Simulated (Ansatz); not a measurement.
# GeH5NOS: inversion of the pyramid at N1, part 2 of 2

Aim: the minimum-energy path and barrier of the inversion of the pyramid at N1. The ends are relaxed first, then joined by a nudged elastic band. SMILES of the start: [NH2][GeH]([OH])[SH].

Ansatz 0.2.0; RKS B3LYP/def2-mTZVP. Earlier steps stand in the parts before.

## (7) Frequencies at the highest image

The geometry is the highest inner image of the first converged band.

File input.yaml:

```yaml
crystal:
  periodic: [false, false, false]
  atoms:
    - { symbol: "N", position_ang: [-0.314644, 0.805893, -1.285585] }
    - { symbol: Ge, position_ang: [0.38085, -0.078446, 0.130733] }
    - { symbol: O, position_ang: [0.795136, -1.733038, -0.416186] }
    - { symbol: S, position_ang: [-1.093263, -0.44868, 1.799785] }
    - { symbol: H, position_ang: [-1.193239, 0.560015, -1.714151] }
    - { symbol: H, position_ang: [0.107703, 1.642874, -1.654697] }
    - { symbol: H, position_ang: [1.612964, 0.715685, 0.60123] }
    - { symbol: H, position_ang: [0.926654, -2.353613, 0.313872] }
    - { symbol: H, position_ang: [-1.13366, 0.84311, 2.207802] }
basis:
  gaussian: { orbitals: def2-mTZVP }
hamiltonian:
  xc: b3lyp
phonons: {}
```

Launch:

```console
ansatz run input.yaml --threads 2 --pin off --max-ram 3072MiB --backend cpu --events-out ev --progress --plain --runs-dir out
```

Output, shortened:

```text
Warning: RAYON_NUM_THREADS=2 ignored (pool sized by the plan → 2); use --threads N
[...]
Functional definition: B3LYP
[...]
1148 factors; integrals over basis functions are off by at most 4.3e-4 eV
[...]
mean field -70976.90614651 eV, -2608.3531910095 hartree, gradient 5.6e-5 eV, S^2 0.000000; 0 other end points of the search recorded, 0 dependent functions left out
[...]
reference -70976.90640185 eV, -2608.3532003928 hartree; 34, 34 occupied and 82, 82 virtual orbitals, 1148 factors
[...]
1148 factors; integrals over basis functions are off by at most 4.3e-4 eV
mean field -70976.90600084 eV, -2608.3531856559 hartree, gradient 2.3e-6 eV, S^2 0.000000; 0 other end points of the search recorded, 0 dependent functions left out
[...]
reference -70976.90625613 eV, -2608.3531950379 hartree; 34, 34 occupied and 82, 82 virtual orbitals, 1148 factors
[...]
1148 factors; integrals over basis functions are off by at most 4.3e-4 eV
[...]
WARN: phonons: modes at or below zero, which the zero-point energy, F, S and C_V leave out: 1, the lowest at -355.69 cm⁻¹. A minimum has none, and a first-order saddle one
[...]
Total energy: -70976.90640185 eV, -2608.3532003928 hartree
Atom 0 at    -0.314644     0.805893    -1.285585 Å, force     0.005606    -0.006994     0.011479 eV/Å
Atom 1 at     0.380850    -0.078446     0.130733 Å, force     0.002740    -0.008912    -0.003488 eV/Å
Atom 2 at     0.795136    -1.733038    -0.416186 Å, force    -0.001268     0.003000     0.003713 eV/Å
Atom 3 at    -1.093263    -0.448680     1.799785 Å, force     0.003969     0.004002    -0.005671 eV/Å
Atom 4 at    -1.193239     0.560015    -1.714151 Å, force    -0.001786     0.001071    -0.002668 eV/Å
Atom 5 at     0.107703     1.642874    -1.654697 Å, force    -0.003867     0.005703    -0.007967 eV/Å
Atom 6 at     1.612964     0.715685     0.601230 Å, force    -0.001388     0.001306     0.003157 eV/Å
Atom 7 at     0.926654    -2.353613     0.313872 Å, force    -0.000849    -0.000785    -0.003775 eV/Å
Atom 8 at    -1.133660     0.843110     2.207802 Å, force    -0.003156     0.001608     0.005220 eV/Å
Dipole moment:     0.063820     0.417317     0.009013 e Å
Vibrations: -355.69 115.16 169.68 187.60 225.30 230.69 303.22 380.55 673.41 682.57 702.62 729.73 760.50 877.67 957.42 1598.95 2137.82 2630.30 3583.08 3694.52 3808.67 cm⁻¹, zero-point energy 1.515673 eV
```

It took 2.1 min on 2 threads of Arm Neoverse V1, shared host; peak memory 0.27 GiB.

Of 21 modes, 1 is imaginary by more than 30 cm⁻¹ (356i cm⁻¹).

## (8) Another band, settings changed

crystal.atoms is end A as relaxed above, and neb.final_atoms is end B, turned to lie on A. With 1 inner images the band has 3 in all. The start path is listed, through a guess of the saddle.

File input.yaml:

```yaml
crystal:
  periodic: [false, false, false]
  atoms:
    - { symbol: "N", position_ang: [-0.094878, 0.777344, -1.525529] }
    - { symbol: Ge, position_ang: [0.377591, 0.089286, 0.102812] }
    - { symbol: O, position_ang: [0.83433, -1.599643, -0.272758] }
    - { symbol: S, position_ang: [-1.3142, 0.081426, 1.613232] }
    - { symbol: H, position_ang: [-0.63967, 0.145003, -2.101268] }
    - { symbol: H, position_ang: [-0.52005, 1.69718, -1.527968] }
    - { symbol: H, position_ang: [1.568095, 0.860843, 0.692372] }
    - { symbol: H, position_ang: [0.381156, -2.229933, 0.302953] }
    - { symbol: H, position_ang: [-0.503874, 0.132294, 2.698955] }
basis:
  gaussian: { orbitals: def2-mTZVP }
hamiltonian:
  xc: b3lyp
neb:
  order_check: false
  images: 1
  f_tol: 0.03
  max_iterations: 60
  climbing: false
  final_atoms:
    - { symbol: "N", position_ang: [-0.38347761, 0.99946511, -1.13094392] }
    - { symbol: Ge, position_ang: [0.35814929, -0.0583967, 0.16634942] }
    - { symbol: O, position_ang: [0.70628938, -1.69086619, -0.49895811] }
    - { symbol: S, position_ang: [-1.14587621, -0.39141682, 1.79988306] }
    - { symbol: H, position_ang: [-1.2733669, 0.66852405, -1.48829543] }
    - { symbol: H, position_ang: [0.22801015, 1.22126124, -1.91022851] }
    - { symbol: H, position_ang: [1.64770677, 0.61570915, 0.66951798] }
    - { symbol: H, position_ang: [1.08557308, -2.30449947, 0.14559699] }
    - { symbol: H, position_ang: [-1.13450796, 0.89401963, 2.22987952] }
  initial_path:
    images:
      - { positions_ang: [[-0.094878, 0.777344, -1.525529], [0.377591, 0.089286, 0.102812], [0.83433, -1.599643, -0.272758], [-1.3142, 0.081426, 1.613232], [-0.63967, 0.145003, -2.101268], [-0.52005, 1.69718, -1.527968], [1.568095, 0.860843, 0.692372], [0.381156, -2.229933, 0.302953], [-0.503874, 0.132294, 2.698955]] }
      - { positions_ang: [[-0.37963385, 0.81437701, -1.23671143], [0.30822332, -0.1754434, 0.12043117], [0.64587745, -1.80979625, -0.5103896], [-1.05804336, -0.3077917, 1.79395939], [-0.94801882, 0.21361323, -1.93252867], [-0.11141766, 1.88272974, -1.14381954], [1.64419884, 0.50195565, 0.62144202], [1.13767782, -2.25644887, 0.25705674], [-1.15036375, 1.09060459, 2.01336091]] }
      - { positions_ang: [[-0.38347761, 0.99946511, -1.13094392], [0.35814929, -0.0583967, 0.16634942], [0.70628938, -1.69086619, -0.49895811], [-1.14587621, -0.39141682, 1.79988306], [-1.2733669, 0.66852405, -1.48829543], [0.22801015, 1.22126124, -1.91022851], [1.64770677, 0.61570915, 0.66951798], [1.08557308, -2.30449947, 0.14559699], [-1.13450796, 0.89401963, 2.22987952]] }
```

Launch:

```console
ansatz run input.yaml --threads 2 --pin off --max-ram 3072MiB --backend cpu --events-out ev --progress --plain --runs-dir out
```

Output, shortened:

```text
Warning: RAYON_NUM_THREADS=2 ignored (pool sized by the plan → 2); use --threads N
[...]
[... 1 set-up line as earlier in the session ...]
[...]
1147 factors; integrals over basis functions are off by at most 6.3e-4 eV
[...]
mean field -70976.96982887 eV, -2608.3555312929 hartree, gradient 4.7e-5 eV, S^2 0.000000; 0 other end points of the search recorded, 0 dependent functions left out
[...]
reference -70976.97008493 eV, -2608.3555407030 hartree; 34, 34 occupied and 82, 82 virtual orbitals, 1147 factors
1147 factors; integrals over basis functions are off by at most 9.3e-4 eV
[...]
mean field -70976.96421186 eV, -2608.3553248718 hartree, gradient 3.3e-5 eV, S^2 0.000000; 0 other end points of the search recorded, 0 dependent functions left out
[...]
reference -70976.96446444 eV, -2608.3553341536 hartree; 34, 34 occupied and 82, 82 virtual orbitals, 1147 factors
[...]
Total energy: -70976.94608215 eV, -2608.3546586172 hartree
Atom 0 at    -0.144381     0.749381    -1.453207 Å, force    -0.000524     0.002606    -0.009984 eV/Å
Atom 1 at     0.379695    -0.054751     0.104858 Å, force    -0.002412    -0.012787     0.004371 eV/Å
Atom 2 at     0.765073    -1.714978    -0.425885 Å, force     0.006802     0.013637    -0.003319 eV/Å
Atom 3 at    -1.162150    -0.351117     1.745300 Å, force    -0.007981     0.001514    -0.007456 eV/Å
Atom 4 at    -0.954898     0.337154    -1.902820 Å, force     0.009789     0.001277     0.001496 eV/Å
Atom 5 at    -0.260640     1.755683    -1.408143 Å, force    -0.006876    -0.007237     0.000393 eV/Å
Atom 6 at     1.576231     0.734838     0.667816 Å, force    -0.002048     0.004021    -0.001826 eV/Å
Atom 7 at     0.813582    -2.342147     0.307956 Å, force    -0.009702     0.000566     0.006372 eV/Å
Atom 8 at    -0.924013     0.839738     2.346926 Å, force     0.012953    -0.003596     0.009953 eV/Å
Dipole moment:    -0.047276     0.383672     0.169613 e Å
this run last wrote the band of iteration 8 to <dir>
```

Wall time 36 s (2 threads of Arm Neoverse V1, shared host); peak memory 0.28 GiB.

## (9) Images and barrier

Images 0 and 2 are the ends. Energies count from image 0; the path length is the program's own measure over all atoms.

| image | path (Å) | energy (eV) | sum of angles at N1 (°) | band force (eV/Å) |
| --- | --- | --- | --- | --- |
| 0 | 0.000 | 0.0000 | 340.9 | - |
| 1 | 1.254 | 0.0240 | 340.2 | 0.014 |
| 2 | 2.508 | 0.0056 | 339.1 | - |

image, energy (eV) and a bar:
```
        0      0.000 
        1      0.024 ##############################
        2      0.006 #######
```

## (10) Another band, settings changed

crystal.atoms is end A as relaxed above, and neb.final_atoms is end B, turned to lie on A. With 5 inner images the band has 7 in all. The start path is listed, through a guess of the saddle.

Changes to input.yaml since step 8:

```diff
@@ -18,6 +18,5 @@
   order_check: false
-  images: 1
-  f_tol: 0.03
+  images: 5
+  f_tol: 0.5
   max_iterations: 60
-  climbing: false
   final_atoms:
@@ -35,3 +34,7 @@
       - { positions_ang: [[-0.094878, 0.777344, -1.525529], [0.377591, 0.089286, 0.102812], [0.83433, -1.599643, -0.272758], [-1.3142, 0.081426, 1.613232], [-0.63967, 0.145003, -2.101268], [-0.52005, 1.69718, -1.527968], [1.568095, 0.860843, 0.692372], [0.381156, -2.229933, 0.302953], [-0.503874, 0.132294, 2.698955]] }
+      - { positions_ang: [[-0.18979662, 0.78968834, -1.42925648], [0.35446844, 0.00104287, 0.10868506], [0.77151248, -1.66969408, -0.35196853], [-1.22881445, -0.04831323, 1.67347446], [-0.74245294, 0.16787308, -2.04502156], [-0.38383922, 1.75902991, -1.39991851], [1.59346295, 0.74121388, 0.66872867], [0.63332994, -2.23877162, 0.28765425], [-0.71937058, 0.45173086, 2.47042364]] }
+      - { positions_ang: [[-0.28471523, 0.80203267, -1.33298395], [0.33134588, -0.08720027, 0.11455812], [0.70869497, -1.73974517, -0.43117907], [-1.14342891, -0.17805247, 1.73371693], [-0.84523588, 0.19074316, -1.98877511], [-0.24762844, 1.82087983, -1.27186903], [1.6188309, 0.62158477, 0.64508535], [0.88550388, -2.24761025, 0.27235549], [-0.93486717, 0.77116772, 2.24189228]] }
       - { positions_ang: [[-0.37963385, 0.81437701, -1.23671143], [0.30822332, -0.1754434, 0.12043117], [0.64587745, -1.80979625, -0.5103896], [-1.05804336, -0.3077917, 1.79395939], [-0.94801882, 0.21361323, -1.93252867], [-0.11141766, 1.88272974, -1.14381954], [1.64419884, 0.50195565, 0.62144202], [1.13767782, -2.25644887, 0.25705674], [-1.15036375, 1.09060459, 2.01336091]] }
+      - { positions_ang: [[-0.3809151, 0.87607304, -1.20145559], [0.32486531, -0.13642783, 0.13573726], [0.66601476, -1.7701529, -0.5065791], [-1.08732098, -0.33566674, 1.79593395], [-1.05646818, 0.36525017, -1.78445092], [0.00172495, 1.66224024, -1.3992892], [1.64536815, 0.53987348, 0.63746734], [1.12030958, -2.27246574, 0.21990349], [-1.14507849, 1.02507627, 2.08553378]] }
+      - { positions_ang: [[-0.38219635, 0.93776908, -1.16619975], [0.3415073, -0.09741227, 0.15104334], [0.68615207, -1.73050954, -0.50276861], [-1.11659859, -0.36354178, 1.7979085], [-1.16491754, 0.51688711, -1.63637318], [0.11486755, 1.44175074, -1.65475885], [1.64653746, 0.57779131, 0.65349266], [1.10294133, -2.28848261, 0.18275024], [-1.13979323, 0.95954795, 2.15770665]] }
       - { positions_ang: [[-0.38347761, 0.99946511, -1.13094392], [0.35814929, -0.0583967, 0.16634942], [0.70628938, -1.69086619, -0.49895811], [-1.14587621, -0.39141682, 1.79988306], [-1.2733669, 0.66852405, -1.48829543], [0.22801015, 1.22126124, -1.91022851], [1.64770677, 0.61570915, 0.66951798], [1.08557308, -2.30449947, 0.14559699], [-1.13450796, 0.89401963, 2.22987952]] }
```

Launch:

```console
ansatz run input.yaml --threads 2 --pin off --max-ram 3072MiB --backend cpu --events-out ev --progress --plain --runs-dir out
```

Output, shortened:

```text
Warning: RAYON_NUM_THREADS=2 ignored (pool sized by the plan → 2); use --threads N
[...]
[... 1 set-up line as earlier in the session ...]
[...]
1147 factors; integrals over basis functions are off by at most 6.3e-4 eV
[...]
mean field -70976.96982887 eV, -2608.3555312929 hartree, gradient 4.7e-5 eV, S^2 0.000000; 0 other end points of the search recorded, 0 dependent functions left out
[...]
reference -70976.97008493 eV, -2608.3555407030 hartree; 34, 34 occupied and 82, 82 virtual orbitals, 1147 factors
1147 factors; integrals over basis functions are off by at most 9.3e-4 eV
[...]
mean field -70976.96421186 eV, -2608.3553248718 hartree, gradient 3.3e-5 eV, S^2 0.000000; 0 other end points of the search recorded, 0 dependent functions left out
[...]
reference -70976.96446444 eV, -2608.3553341536 hartree; 34, 34 occupied and 82, 82 virtual orbitals, 1147 factors
[...]
1147 factors; integrals over basis functions are off by at most 6.2e-4 eV
[...]
mean field -70976.29914919 eV, -2608.3308842694 hartree, gradient 4.4e-5 eV, S^2 0.000000; 0 other end points of the search recorded, 0 dependent functions left out
[...]
reference -70976.29940099 eV, -2608.3308935226 hartree; 34, 34 occupied and 82, 82 virtual orbitals, 1147 factors
1147 factors; integrals over basis functions are off by at most 8.3e-4 eV
mean field -70976.18824296 eV, -2608.3268085404 hartree, gradient 5.2e-5 eV, S^2 0.000000; 0 other end points of the search recorded, 0 dependent functions left out
[...]
reference -70976.18849295 eV, -2608.3268177273 hartree; 34, 34 occupied and 82, 82 virtual orbitals, 1147 factors
NEB iter   1: max|band force component| = 1.102e1 eV/Å  barrier→ = 2.1839 eV  barrier← = 2.1783 eV  Δτ_max = 0.2000 Å  (192 SCF iters)
[...]
NEB iter   2: max|band force component| = 3.328e0 eV/Å  barrier→ = 0.3803 eV  barrier← = 0.3747 eV  Δτ_max = 0.2000 Å  (150 SCF iters)
[...]
1147 factors; integrals over basis functions are off by at most 5.6e-4 eV
[...]
```

## (11) The output, continued: band between the two ends

Output, continued, shortened:

```text
mean field -70976.86249006 eV, -2608.3515866644 hartree, gradient 8.3e-6 eV, S^2 0.000000; 0 other end points of the search recorded, 0 dependent functions left out
[...]
reference -70976.86274185 eV, -2608.3515959176 hartree; 34, 34 occupied and 82, 82 virtual orbitals, 1147 factors
[...]
1147 factors; integrals over basis functions are off by at most 6.5e-4 eV
mean field -70976.85428721 eV, -2608.3512852151 hartree, gradient 2.2e-5 eV, S^2 0.000000; 0 other end points of the search recorded, 0 dependent functions left out
[...]
reference -70976.85453794 eV, -2608.3512944293 hartree; 34, 34 occupied and 82, 82 virtual orbitals, 1147 factors
[...]
1147 factors; integrals over basis functions are off by at most 5.3e-4 eV
mean field -70976.63743768 eV, -2608.3433161418 hartree, gradient 5.4e-6 eV, S^2 0.000000; 0 other end points of the search recorded, 0 dependent functions left out
[...]
Total energy: -70976.88704317 eV, -2608.3524889745 hartree
Atom 0 at    -0.335882     0.813110    -1.269496 Å, force     0.222097     0.007339     0.235444 eV/Å
Atom 1 at     0.373512    -0.073607     0.144101 Å, force    -0.028656    -0.068536    -0.082392 eV/Å
Atom 2 at     0.740245    -1.725863    -0.448870 Å, force    -0.010788     0.123924     0.039872 eV/Å
Atom 3 at    -1.036910    -0.421467     1.881572 Å, force     0.028989    -0.041790    -0.076814 eV/Å
Atom 4 at    -0.991725     0.380531    -1.898311 Å, force    -0.082402     0.088342    -0.079268 eV/Å
Atom 5 at    -0.037295     1.746874    -1.512143 Å, force    -0.089997    -0.142120    -0.097807 eV/Å
Atom 6 at     1.615009     0.705832     0.615820 Å, force    -0.011476     0.031312    -0.005018 eV/Å
Atom 7 at     0.855828    -2.363567     0.268090 Å, force    -0.007123    -0.042425     0.005195 eV/Å
Atom 8 at    -1.094280     0.891957     2.202039 Å, force    -0.020646     0.043954     0.060788 eV/Å
Dipole moment:     0.095163     0.376862    -0.046214 e Å
this run last wrote the band of iteration 5 to <dir>
```

Wall time 1.7 min (2 threads of Arm Neoverse V1, shared host); peak memory 0.28 GiB.

## (12) Images and barrier

Images 0 and 6 are the ends. Energies count from image 0; the path length is the program's own measure over all atoms.

| image | path (Å) | energy (eV) | sum of angles at N1 (°) | band force (eV/Å) |
| --- | --- | --- | --- | --- |
| 0 | 0.000 | 0.0000 | 340.9 | - |
| 1 | 0.508 | 0.0096 | 340.4 | 0.149 |
| 2 | 1.016 | 0.0239 | 336.9 | 0.232 |
| 3 | 1.525 | 0.0414 | 343.2 | 0.179 |
| 4* | 2.037 | 0.0830 | 359.8 | 0.242 |
| 5 | 2.550 | 0.0270 | 346.8 | 0.089 |
| 6 | 3.065 | 0.0056 | 339.1 | - |

The star marks the climbing image.

image, energy (eV) and a bar:
```
        0      0.000 
        1      0.010 ###
        2      0.024 #########
        3      0.041 ###############
        4      0.083 ##############################
        5      0.027 ##########
        6      0.006 ##
```

## (13) Results

What follows sums up all 2 parts.

```
                                quantity                                                                   value
                                   end A                                                22 moves, 0.599 eV lower
                                   end B                                                10 moves, 0.595 eV lower
            first band: barrier forwards                                                                0.064 eV
           first band: barrier backwards                                                                0.058 eV
first band: second end relative to first                                                               +0.006 eV
               first band: highest image                                                   4 of 0 to 6, climbing
             first band: band iterations                                                                      12
              imaginary modes at the top                                                               356i cm⁻¹
                             second band  top 0.024 eV above image 0, 8 iterations, 1 inner image, none climbing
             time, first and second band                                                        3.6 min and 36 s
                              third band                top 0.083 eV above image 0, 5 iterations, 5 inner images
              time, first and third band                                                     3.6 min and 1.7 min
```

What this shows: In the first band: along this path the system climbs 0.064 eV from the first end (2.5 kT at 300 K). The ends differ by 6 meV at most. One imaginary mode, as a first-order saddle point has. The second band's top lies 40 meV below the first's, as a band that doesn't climb stops under the top. As for the second band: so few images can miss the top or cut a corner of the path. The third band's top lies 19 meV above the first's. As for the third band: the force threshold is loose, so the band stops early. Zero-point energy and entropy are left out. Tunnelling, which matters where hydrogen moves, is missing too.
